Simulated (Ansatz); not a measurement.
# GaSiH₅: a ladder of functionals and wavefunction methods

An exercise on one series of results from a longer session: the logs are not shown, and one member is left open.

The runs use Ansatz 0.2.0, Gaussian basis; functionals in def2-TZVPP, the program's frozen cores in correlated methods.

The runs, in order: LDA (SPW92), PBE-D4, revPBE-D4, BLYP-D4, r2SCAN-D4, B97M-V, PBE0-D4, B3LYP-D4, r2SCANh-D4, r2SCAN0-D4, HSE06-D4, BHLYP-D4, CAM-B3LYP-D4, LC-ωPBE, ωB97X-V, ωB97M-V, B2PLYP, PBE-QIDH; CCSD(T)/def2-SVP; CCSD(T)/def2-TZVPP; MP2/def2-QZVPP; extrapolation to the limit; RPA on PBE.

## Structure used throughout

All runs share one geometry, relaxed beforehand with PBE0-D4 in a triple-zeta def2 set.

SMILES `[SiH3][GaH2]`, 7 atoms, charge 0, spin multiplicity 1.

Atoms are counted from 1 here; the program's logs count them from 0.

Bond lengths: Si1–Ga2 2.414 Å, Si1–H3 1.490 Å, Si1–H4 1.489 Å, Si1–H5 1.492 Å, Ga2–H6 1.573 Å, Ga2–H7 1.573 Å. Angles: Ga2–Si1–H3 111.6°, Ga2–Si1–H4 113.0°, Ga2–Si1–H5 109.0°, H3–Si1–H4 108.1°, H3–Si1–H5 107.4°, H4–Si1–H5 107.6°, Si1–Ga2–H6 120.2°, Si1–Ga2–H7 121.6°, H6–Ga2–H7 118.2°.

Set-up of the first run:

File in.yaml:

```yaml
crystal:
  periodic: [false, false, false]
  atoms:
    - {symbol: Si, position_ang: [-0.750879, -0.476848, -0.529341]}
    - {symbol: Ga, position_ang: [1.011658, 0.601987, 0.718753]}
    - {symbol: H, position_ang: [-1.945445, -0.735977, 0.322578]}
    - {symbol: H, position_ang: [-0.326303, -1.768190, -1.136145]}
    - {symbol: H, position_ang: [-1.181506, 0.423978, -1.638447]}
    - {symbol: H, position_ang: [0.671627, 1.749357, 1.739853]}
    - {symbol: H, position_ang: [2.520856, 0.205693, 0.522739]}
basis:
  gaussian: {orbitals: def2-TZVPP}
hamiltonian: {xc: lda}
output: {orbitals: {seedname: orbitals}}
```

Among the steps run: LDA; PBE-D4 (GGA); revPBE-D4 (GGA); BLYP-D4 (GGA); r2SCAN-D4 (meta-GGA); B97M-V (meta-GGA); PBE0-D4 (hybrid); B3LYP-D4 (hybrid); r2SCANh-D4 (hybrid); r2SCAN0-D4 (hybrid); HSE06-D4 (hybrid); BHLYP-D4 (hybrid); CAM-B3LYP-D4 (range-separated); LC-ωPBE (range-separated); ωB97X-V (range-separated); ωB97M-V (range-separated); B2PLYP (double hybrid); PBE-QIDH (double hybrid).

One table of the session follows, with a row left open; its other results are not shown here.

It belongs to the step «Orbital energies across the functionals». 

| functional | HOMO (eV) | LUMO (eV) | gap (eV) |
| --- | --- | --- | --- |
| LDA (SPW92) | ? | ? | ? |
| PBE-D4 | -6.58 | -2.95 | 3.63 |
| revPBE-D4 | -6.54 | -2.84 | 3.70 |
| BLYP-D4 | -6.44 | -2.89 | 3.55 |
| r2SCAN-D4 | -6.83 | -2.72 | 4.11 |
| B97M-V | -6.94 | -2.96 | 3.99 |
| PBE0-D4 | -7.64 | -2.15 | 5.49 |
| B3LYP-D4 | -7.45 | -2.41 | 5.03 |
| r2SCANh-D4 | -7.22 | -2.44 | 4.78 |
| r2SCAN0-D4 | -7.80 | -2.03 | 5.77 |
| HSE06-D4 | -7.25 | -2.52 | 4.73 |
| BHLYP-D4 | -8.59 | -1.39 | 7.21 |
| CAM-B3LYP-D4 | -8.89 | -1.23 | 7.66 |
| LC-ωPBE | -10.20 | -0.05 | 10.15 |
| ωB97X-V | -9.87 | -0.20 | 9.67 |
| ωB97M-V | -9.66 | -0.42 | 9.24 |

Q: Estimate the row for LDA (SPW92) from the others.

**Answer.** HOMO (eV): -6.67; LUMO (eV): -3.19; gap (eV): 3.48. In the column «HOMO (eV)» it lies between r2SCAN-D4 (-6.83) and PBE-D4 (-6.58).
